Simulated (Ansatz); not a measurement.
What does this script print? It uses Ansatz's Python interface.

`torsion_c2h5bosi.py`:
```python
# -*- coding: utf-8 -*-
'''Energy of C2H5BOSi as one group turns about a bond.'''

import ansatz
from ase import Atoms

atoms = Atoms(['B', 'C', 'C', 'O', 'Si', 'H', 'H', 'H', 'H', 'H'], positions=[
    [-1.8968, 0.4315, 0.6887],
    [-0.7915, 0.3369, -0.3597],
    [0.3563, -0.1406, -0.0025],
    [1.351, -0.6904, 1.0977],
    [1.9631, -0.5721, -0.4288],
    [-1.7865, 0.1679, 1.8013],
    [-2.9641, 0.9096, 0.3403],
    [-0.9095, 0.6578, -1.3921],
    [2.789, 0.6537, -0.5672],
    [1.9719, -1.8055, -1.1748],
])

# start the scan from a relaxed geometry
first = (
    ansatz.Crystal.molecule_from_ase(atoms).calculation()
    .basis(gaussian='def2-SVP')
    .functional('r2scan0')
    .relax(force_tolerance=0.02, max_steps=80)
)
atoms.positions = first.run(threads=1).report['positions_ang']

start = atoms.get_dihedral(2, 1, 0, 5)
energies = {}
for turn in range(0, 360, 30):
    turned = atoms.copy()
    turned.set_dihedral(2, 1, 0, 5, start + turn, indices=[0, 5, 6])
    job = (
        ansatz.Crystal.molecule_from_ase(turned).calculation()
        .basis(gaussian='def2-SVP')
        .functional('r2scan0')
    )
    energies[round((start + turn) % 360)] = job.run(threads=1).report['free_energy_ev']
floor = min(energies.values())
print('dihedral C2-C1-B0-H5 (deg)   E - E(min) (eV)')
for angle, e in sorted(energies.items()):
    print(f'{angle:8d} {(e - floor):14.3f}  ' + '#' * int(30 * (e - floor) / max(max(energies.values()) - floor, 1e-9)))
```

`python torsion_c2h5bosi.py` gives:
```text
dihedral C2-C1-B0-H5 (deg)   E - E(min) (eV)
      30          0.112  ######
      60          0.370  #####################
      90          0.523  ##############################
     120          0.369  #####################
     150          0.112  ######
     180          0.000
     210          0.112  ######
     240          0.370  #####################
     270          0.523  #############################
     300          0.369  #####################
     330          0.112  ######
     360          0.000
```

The lowest point is at 180° and the highest at 90°, 0.523 eV (50.5 kJ/mol) above it, with the rest of the molecule held.

The scan is rigid and the energies are electronic, in a modest basis. With rigid groups the curve can differ much from the relaxed path, the start wasn't checked as a minimum of this torsion, and equivalent turns needn't return to the same energy. It ran for 2.2 min on 1 thread of Arm Neoverse V2, on a shared host, peak memory 0.3 GiB.
